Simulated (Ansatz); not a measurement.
# CH6OSeSi (SMILES CO[SiH2][SeH]) at CCSD(T)/6-31G(d) (spherical functions)

Aim: the vertical ionisation energy of CH6OSeSi at CCSD(T)/6-31G* (spherical functions), from 2 runs. 

The results are computed with Ansatz 0.2.0.

80 further runs of the same task are left out: 80 set aside as unsound or not needed.

## (1) The system as given

CH6OSeSi: 10 atoms, total charge 0, spin state singlet. SMILES: `CO[SiH2][SeH]`. Geometry: relaxed at PBE0-D4/def2-TZVP. This is one conformer, not always the lowest.

Bond lengths: C1–O2 1.411 Å, O2–Si3 1.639 Å, Si3–Se4 2.261 Å, C1–H5 1.096 Å, C1–H6 1.096 Å, C1–H7 1.091 Å, Si3–H8 1.487 Å, Si3–H9 1.486 Å, Se4–H10 1.469 Å. Some angles: C1–O2–Si3 122.4°, O2–Si3–Se4 109.9°, O2–C1–H5 111.3°, O2–C1–H6 111.6°, O2–C1–H7 108.1°, O2–Si3–H8 109.0°, O2–Si3–H9 111.8°, Se4–Si3–H8 111.2°, Se4–Si3–H9 105.1°, Si3–Se4–H10 92.7°.

## (2) The energy at CCSD(T)/6-31G(d) (spherical functions)

in.yaml

```yaml
crystal:
  periodic: [false, false, false]
  atoms:
    - {symbol: C, position_ang: [0.459500, 1.568200, 0.455800]}
    - {symbol: O, position_ang: [0.708400, 0.213600, 0.148800]}
    - {symbol: Si, position_ang: [-0.400300, -0.737700, -0.594100]}
    - {symbol: Se, position_ang: [0.296800, -2.888700, -0.578100]}
    - {symbol: H, position_ang: [0.431100, 2.182900, -0.450600]}
    - {symbol: H, position_ang: [-0.487800, 1.693400, 0.993300]}
    - {symbol: H, position_ang: [1.269800, 1.926000, 1.092500]}
    - {symbol: H, position_ang: [-1.706900, -0.591200, 0.101000]}
    - {symbol: H, position_ang: [-0.551900, -0.390800, -2.031500]}
    - {symbol: H, position_ang: [0.064400, -3.026800, 0.865800]}
basis:
  gaussian:
    orbitals: 6-31G_st_-spherical.json
correlation:
  method: ccsd_t
  frozen_orbitals: {C: 1, H: 0, O: 1, Se: 9, Si: 5}
accuracy: high
scf:
  omitted_lower_state_checks: [cluster_reference, increment]
```

The basis set 6-31G* is read from a file made from the Basis Set Exchange's data (not shown).

Started as:

```sh
$ ansatz run in.yaml --threads 1 --pin off --max-ram 2610MiB --events-out events.jsonl --progress --plain --runs-dir runs
```

Log (excerpt; [...] marks lines left out):

```text
Warning: RAYON_NUM_THREADS=1 ignored (pool sized by the plan → 1); use --threads N
Functional definition: HF
  name "HF"
[...]
1991 factors; integrals over basis functions are off by at most 1.1e-8 eV
[...]
mean field -76320.43702239 eV, -2804.7243287225 hartree, gradient 6.2e-8 eV, S^2 0.000000; 0 other end points of the search recorded, 0 dependent functions left out
16 core orbitals not correlated: weight in the atoms' cores, before any rotation towards them, 1.000 or more for the frozen orbitals, at most 0.000 for the correlated occupied ones
reference -76320.43702239 eV, -2804.7243287225 hartree; 18, 18 occupied and 56, 56 virtual orbitals, 1991 factors
second order -17.33510002 eV of doubles, -0.00000000 eV of singles
cycle   1  -17.69833555 eV  change   -3.6e-1 eV  update   9.4e-2
[...]
cycle  21  -18.27474535 eV  change   4.8e-10 eV  update   1.3e-9
perturbative correction -0.40403453 eV, -0.0148479953 hartree
Total energy: -76339.11580227 eV, -2805.4107612221 hartree
Checks for a lower state left out: cluster_reference, increment
```

Run time: 29 s. Hardware: 1 thread of Arm Neoverse V2, shared host; peak memory 0.49 GiB.

## (3) The doublet cation

molecule.yaml

```yaml
crystal:
  periodic: [false, false, false]
  atoms:
    - {symbol: C, position_ang: [0.459500, 1.568200, 0.455800]}
    - {symbol: O, position_ang: [0.708400, 0.213600, 0.148800]}
    - {symbol: Si, position_ang: [-0.400300, -0.737700, -0.594100]}
    - {symbol: Se, position_ang: [0.296800, -2.888700, -0.578100]}
    - {symbol: H, position_ang: [0.431100, 2.182900, -0.450600]}
    - {symbol: H, position_ang: [-0.487800, 1.693400, 0.993300]}
    - {symbol: H, position_ang: [1.269800, 1.926000, 1.092500]}
    - {symbol: H, position_ang: [-1.706900, -0.591200, 0.101000]}
    - {symbol: H, position_ang: [-0.551900, -0.390800, -2.031500]}
    - {symbol: H, position_ang: [0.064400, -3.026800, 0.865800]}
basis:
  gaussian:
    orbitals: 6-31G_st_-spherical.json
total_charge: 1
magnetization:
  spin_polarized: true
  initial_magnetization: 1
correlation:
  method: ccsd_t
  frozen_orbitals: {C: 1, H: 0, O: 1, Se: 9, Si: 5}
accuracy: high
scf:
  omitted_lower_state_checks: [cluster_reference, increment]
```

The basis set 6-31G* is read from a file made from the Basis Set Exchange's data (not shown).

Started as:

```sh
$ ansatz run molecule.yaml --threads 1 --pin off --max-ram 2610MiB --events-out events.jsonl --progress --plain --runs-dir runs
```

Log (excerpt; [...] marks lines left out):

```text
Warning: RAYON_NUM_THREADS=1 ignored (pool sized by the plan → 1); use --threads N
[... 2 set-up lines as earlier in the session ...]
[...]
1991 factors; integrals over basis functions are off by at most 1.1e-8 eV
[...]
mean field -76312.06621480 eV, -2804.4167072175 hartree, gradient 2.0e-8 eV, S^2 0.760517; 1 other end points of the search recorded, 0 dependent functions left out
16 core orbitals not correlated: weight in the atoms' cores, before any rotation towards them, 1.000 or more for the frozen orbitals, at most 0.000 for the correlated occupied ones
reference -76312.06621480 eV, -2804.4167072175 hartree; 18, 17 occupied and 56, 57 virtual orbitals, 1991 factors
second order -16.62137707 eV of doubles, -0.00000000 eV of singles
cycle   1  -17.05684375 eV  change   -4.4e-1 eV  update   9.6e-2
[...]
cycle  31  -17.66233584 eV  change  -8.6e-10 eV  update   4.0e-9
perturbative correction -0.38027363 eV, -0.0139747980 hartree
Total energy: -76330.10882427 eV, -2805.0797608858 hartree
Checks for a lower state left out: cluster_reference, increment
```

It took 2.2 min on 1 thread of Arm Neoverse V2, shared host; peak memory 0.95 GiB.

## (4) Results

At CCSD(T)/6-31G* (spherical functions), 16 core orbitals frozen:

```
                                                      quantity           value
                                singlet CH6OSeSi: total energy  -2805.41076 Eh
singlet CH6OSeSi: correlation energy (16 core orbitals frozen)      -686.4 mEh
                              singlet CH6OSeSi: (T) correction      -14.85 mEh
                               singlet CH6OSeSi: T1 diagnostic           0.010
                                  doublet cation: total energy  -2805.07976 Eh
  doublet cation: correlation energy (16 core orbitals frozen)      -663.1 mEh
                                doublet cation: (T) correction      -13.97 mEh
             doublet cation: ⟨S²⟩ of the reference determinant           0.761
                                 doublet cation: T1 diagnostic           0.011
            vertical ionisation energy (to the doublet cation)        9.007 eV
```

In words: Removing an electron at fixed nuclei costs 9.01 eV (869 kJ/mol). The triples (singlet CH6OSeSi) make up 2.2 % of the correlation energy. The triples (doublet cation) make up 2.1 % of the correlation energy.
